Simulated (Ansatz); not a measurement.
**Ca (Calcium-beta): how the settings move a relaxation**

Aim: see which settings change the result for Ca (Calcium-beta), by how much, and at what cost.

The COD cell was measured well above room temperature, so it is larger than a cold one.

Computed with Ansatz 0.2.0 (reference: DFT, LDA, PAW with Ansatz's default frozen-core files, scalar-relativistic; relaxation of cell and atoms, unless a step's input says otherwise).

## Step 1: Starting point

It takes space group P6_3/mmc (No. 194, hexagonal). The conventional cell has a = 3.980 Å, b = 3.980 Å, c = 6.520 Å, α = 90.00°, β = 90.00°, γ = 120.00°. Ca (site symmetry -6m2) is surrounded by 12 Ca at 3.98 to 3.99 Å.

Structure file:

```xyz
2
Lattice="3.9800 0.0000 0.0000 -1.9900 3.4468 0.0000 0.0000 0.0000 6.5200" Properties=species:S:1:pos:R:3 pbc="T T T"
Ca    0.0000    2.2979    1.6300
Ca    1.9900    1.1489    4.8900
```

## Step 2: Baseline

input.yaml reads:

```yaml
crystal:
  lattice:
    - [3.98000000002, 0.0, 0.0]
    - [-1.99000000001, 3.44678110708, 0.0]
    - [0.0, 0.0, 6.52]
  atoms:
    - { symbol: Ca, position: [0.333333333333, 0.666666666667, 0.25] }
    - { symbol: Ca, position: [0.666666666667, 0.333333333333, 0.75] }
kpoints:
  mp_grid: { grid: [10, 10, 6] }
scf:
  occupations: { method: fermi_dirac, width: 0.1 }
hamiltonian:
  xc: lda
  pseudopotentials: { kind: paw }
relax:
  f_tol: 0.002
  max_steps: 80
  cell: {}
output:
  forces: true
  stress: true
```

Started as:

```console
ansatz run input.yaml --threads 1 --pin off --max-ram 3072MiB --backend cpu --events-out ev --progress --plain --runs-dir out
```

## Step 3: Changed: occupations.method cold, occupations.width 0.005, eigensolver.kind davidson, basis.precision f64

Changes to input.yaml since step 2:

```diff
@@ -11,3 +11,4 @@
 scf:
-  occupations: { method: fermi_dirac, width: 0.1 }
+  occupations: { method: cold, width: 0.005 }
+  eigensolver: { kind: davidson }
 hamiltonian:
@@ -22 +23,3 @@
   stress: true
+basis:
+  precision: f64
```

Before running it: what results should come out? Wanted: for each run, ending; energy change; pressure; gap; force.

As calculated:

| run | ending | energy change | pressure (GPa) | gap (eV) | force (eV/Å) | cycles | time |
| --- | --- | --- | --- | --- | --- | --- | --- |
| reference | converged | 0 | 0.0 | 0.00 | 0.00 | 25 | 14 s |
| 1: occupations.method cold, occupations.width 0.005, eigensolver.kind davidson, basis.precision f64 | converged | -1.2 meV/atom (σ→0) | 0.0 | 0.00 | 0.00 | 28 | 14 s |

**Reading.** Changing the smearing, solver and arithmetic precision moves the energy by -1.2 meV/atom (σ→0 values), and the final volume goes from 76.74 to 76.37 Å³. Cost: 28 SCF cycles against 25.
